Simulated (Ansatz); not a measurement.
# Sn2As3: the cost of one run

Program: Ansatz 0.2.0. Level of theory: DFT PBE, scalar-relativistic, plane waves, PAW. These are calculated values, not measurements.

## 1. The system as given

Symmetry: Pm-3m, No. 221, cubic system. Conventional cell: a = 4.991 Å, b = 4.991 Å, c = 4.991 Å, α = 90.00°, β = 90.00°, γ = 90.00°. Sn (site symmetry m-3m) is surrounded by 12 As at 3.53 Å. Around Sn (site symmetry m-3m) lie 6 As at 2.50 Å. As (site symmetry 4/mmm) has 6 Sn at 2.50 to 3.53 Å as nearest neighbours.

Structure file:

```
CELL_PARAMETERS angstrom
4.99078 0.00000 0.00000
0.00000 4.99078 0.00000
0.00000 0.00000 4.99078
ATOMIC_POSITIONS crystal
Sn 0.50000 0.50000 0.50000
Sn 0.00000 0.00000 0.00000
As 0.50000 0.00000 0.00000
As 0.00000 0.50000 0.00000
As 0.00000 0.00000 0.50000
```

The cell is invented: random cell by space group and Wyckoff sites (Pm-3m, No. 221). The dimensions are guesses.

## 2. Probe: one point on a coarse mesh

File input.yaml:

```yaml
crystal:
  lattice:
    - [4.99077627, 0.0, 0.0]
    - [0.0, 4.99077627, 0.0]
    - [0.0, 0.0, 4.99077627]
  atoms:
    - { symbol: Sn, position: [0.5, 0.5, 0.5] }
    - { symbol: Sn, position: [0.0, 0.0, 0.0] }
    - { symbol: As, position: [0.5, 0.0, 0.0] }
    - { symbol: As, position: [0.0, 0.5, 0.0] }
    - { symbol: As, position: [0.0, 0.0, 0.5] }
basis:
  ecutwfc: 420
kpoints:
  mp_grid: { grid: [4, 4, 4] }
hamiltonian:
  xc: pbe
scf:
  occupations: { method: gaussian, width: 0.1 }
  lower_state_search: "off"
output:
  forces: true
  stress: true
  eigenvalues: true
```

On the command line:

```console
> ansatz run input.yaml --threads 1 --pin off --max-ram 2560MiB --backend cpu --events-out ev --progress --plain --runs-dir out
```

**Question.** How long does this run take on 1 thread of Intel Xeon at 2.50GHz (Skylake/Cascade Lake), shared host, and how much memory does it need?

About 6.6 s, with a peak of 0.41 GiB.
